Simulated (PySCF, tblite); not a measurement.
**C3H10Si2: geometry, infrared bands and NMR shifts**

Aim: predict the infrared bands and NMR shifts of C3H10Si2 (`[SiH3]/C=C/C[SiH3]`).

The runs use tblite 0.8.0 and PySCF 2.14.0, with density-fitted response routines of our own; the level of theory stands in each step. All values are computed, except where a source is named. Atoms count from 0, in the outputs and in this text.

### 1 Starting geometry

15 atoms, charge 0, multiplicity 1; geometry from: force field or distance geometry start.

Bonds of the start (Å): Si0–C1 1.85, C1–C2 1.34, C2–C3 1.52, C3–Si4 1.87, Si0–H5 1.48, Si0–H6 1.48, Si0–H7 1.49, C1–H8 1.07, C2–H9 1.09, C3–H10 1.09, C3–H11 1.11, Si4–H12 1.49, Si4–H13 1.50, Si4–H14 1.49.

### 2 Relaxing the molecule with GFN2-xTB

The job: settings as JSON, then the geometry in Å.

```
{"job": {"kind": "relax", "xc": "GFN2-xTB", "basis": "xTB"}, "charge": 0, "multiplicity": 1}
Si     2.899900    -0.184100     0.112400
C      1.184300     0.512600     0.126300
C      0.098200    -0.106600     0.610000
C     -1.280600     0.537900     0.600500
Si    -2.581800    -0.370500    -0.388000
H      2.883000    -1.574200     0.626700
H      3.411900    -0.172600    -1.279800
H      3.784100     0.657100     0.965900
H      1.133900     1.503600    -0.282000
H      0.157200    -1.103800     1.043200
H     -1.225100     1.562700     0.247200
H     -1.626200     0.582400     1.650800
H     -2.743800    -1.762800     0.103500
H     -2.206000    -0.404800    -1.837300
H     -3.893200     0.331100    -0.263800
```

Run with:

```console
OMP_NUM_THREADS=1 python probes_run.py task.json out
```

This one command runs all jobs of the session in turn.

**Question.** This job is followed by: GFN2-xTB harmonic vibrations, gas phase; GIAO PBE0/pcSseg-1 NMR shielding, non-relativistic, gas phase. Predict these results of the whole session: strongest single infrared mode (GFN2-xTB); zero-point energy (GFN2-xTB); ¹³C shifts against TMS (PBE0/pcSseg-1); ¹H shifts against TMS (PBE0/pcSseg-1, means over atoms taken as alike); ²⁹Si shifts against TMS (PBE0/pcSseg-1).

**Answer**, as computed:

| quantity | value |
| --- | --- |
| strongest single infrared mode (GFN2-xTB) | 2223 cm⁻¹, 425 km/mol |
| zero-point energy (GFN2-xTB) | 66.8 kcal/mol |
| ¹³C shifts against TMS (PBE0/pcSseg-1) | 157.7, 124.5, 24.7 ppm |
| ¹H shifts against TMS (PBE0/pcSseg-1, means over atoms taken as alike) | 6.55, 5.83, 4.16, 3.85, 1.94 ppm |
| ²⁹Si shifts against TMS (PBE0/pcSseg-1) | -69.5, -75.0 ppm |

Over 71 steps the energy fell by 0.125 eV; of the close pairs, C3–Si4 changed most, 1.870 to 1.912 Å. No mode is imaginary among the 39: a minimum at this level. The strongest single mode, at 2223 cm⁻¹, moves mainly H7 and H6. GFN2-xTB is a fitted tight-binding method: band positions and strengths are rough. Its intensities can rank the bands wrongly. At PBE0/pcSseg-1: The largest span, 249 ppm, is at C2, where the paramagnetic term is -229 ppm.
